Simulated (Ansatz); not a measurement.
# K+ with H2: superposition error and deformation

One table from this session's results is given with a row withheld; the runs are named, their logs left out.

Program: Ansatz 0.2.0, Gaussian basis. Level of theory: PBE0-D4 structures, single points in def2-TZVPPD. These are calculated values, not measurements.

Levels: PBE-D4, revPBE-D4, BLYP-D4, r2SCAN-D4, B97M-V, PBE0-D4, B3LYP-D4, HSE06-D4, wB97X-V, wB97M-V, B2PLYP, Hartree-Fock, MP2, CCSD, CCSD(T).

Correlated methods freeze the cores. The outer core shell of Li, Na, Mg and K is correlated. B3LYP uses VWN-RPA correlation. B2PLYP carries no dispersion term here.

129 further runs of the same task are left out: 129 set aside as unsound or not needed.

**Starting geometry**

The relaxed pair: 3 atoms, charge 1, spin multiplicity 1.

Atoms are counted from 1 here; the program's logs count them from 0.

Bond lengths: H2–H3 0.749 Å.

As a file:

```xyz
3

K    -0.04199   -0.05342   -2.02992
H    -0.21004   -0.26765    1.03108
H     0.25202    0.32107    0.99884
```

Atoms 1 to 1 are fragment A (K+), the rest fragment B (H2). From earlier runs, pair energy (eV) and counterpoise interaction (kJ/mol):

```csv
method,E(pair),interaction
PBE-D4,-16345.84059,-11.67
revPBE-D4,-16349.41653,-14.80
BLYP-D4,-16351.86643,-13.66
r2SCAN-D4,-16351.02051,-7.78
B97M-V,-16347.84855,-7.78
PBE0-D4,-16347.26828,-10.82
B3LYP-D4,-16352.55325,-12.56
HSE06-D4,-16347.02946,-10.75
wB97X-V,-16349.79776,-8.18
wB97M-V,-16351.01593,-7.96
B2PLYP,-16347.88864,-7.28
CCSD(T),-16336.23123,-7.16
```

First each fragment is run alone in its own basis, frozen in the shape it has in the pair (a, b).

Set-up of the first run:

a/in.yaml reads:

```yaml
crystal:
  periodic: [false, false, false]
  atoms:
    - {symbol: K, position_ang: [-0.041985, -0.053417, -2.029924]}
basis:
  gaussian: {orbitals: "def2-TZVPPD.json"}
total_charge: 1
hamiltonian: {xc: {name: wB97X-V}}
```

b/in.yaml reads:

```yaml
crystal:
  periodic: [false, false, false]
  atoms:
    - {symbol: H, position_ang: [-0.210039, -0.267654, 1.031079]}
    - {symbol: H, position_ang: [0.252024, 0.321071, 0.998845]}
basis:
  gaussian: {orbitals: "def2-TZVPPD.json"}
hamiltonian: {xc: {name: wB97X-V}}
```

The basis file named in the input lies beside it (Basis Set Exchange, JSON).

One command serves all of them, each in its own folder.

The run is started by

```console
ansatz run in.yaml --threads 2 --pin off --events-out ev --progress --plain --max-ram 5222MiB
```

Among the steps run: wB97X-V/def2-TZVPPD; wB97M-V/def2-TZVPPD; B2PLYP/def2-TZVPPD; B97M-V/def2-TZVPPD; CCSD(T)/def2-TZVPPD; Relaxing H2 alone; PBE-D4/def2-TZVPPD; r2SCAN-D4/def2-TZVPPD; PBE0-D4/def2-TZVPPD; B3LYP-D4/def2-TZVPPD; BLYP-D4/def2-TZVPPD; revPBE-D4/def2-TZVPPD; HSE06-D4/def2-TZVPPD.

One of the session's tables, all rows but one given; the rest of the session is left out.

```
      method  interaction with counterpoise (kJ/mol)
      PBE-D4                                  -11.67
   revPBE-D4                                  -14.80
     BLYP-D4                                  -13.66
   r2SCAN-D4                                   -7.78
      B97M-V                                   -7.78
     PBE0-D4                                  -10.82
    B3LYP-D4                                  -12.56
    HSE06-D4                                  -10.75
     wB97X-V                                   -8.18
     wB97M-V                                   -7.96
      B2PLYP                                   -7.28
Hartree-Fock                                       ?
         MP2                                   -7.30
        CCSD                                   -7.05
     CCSD(T)                                   -7.16
```

Q: Estimate the row for Hartree-Fock from the others.

The run gave: interaction with counterpoise (kJ/mol): -6.08. In the column «interaction with counterpoise (kJ/mol)» it is the highest.
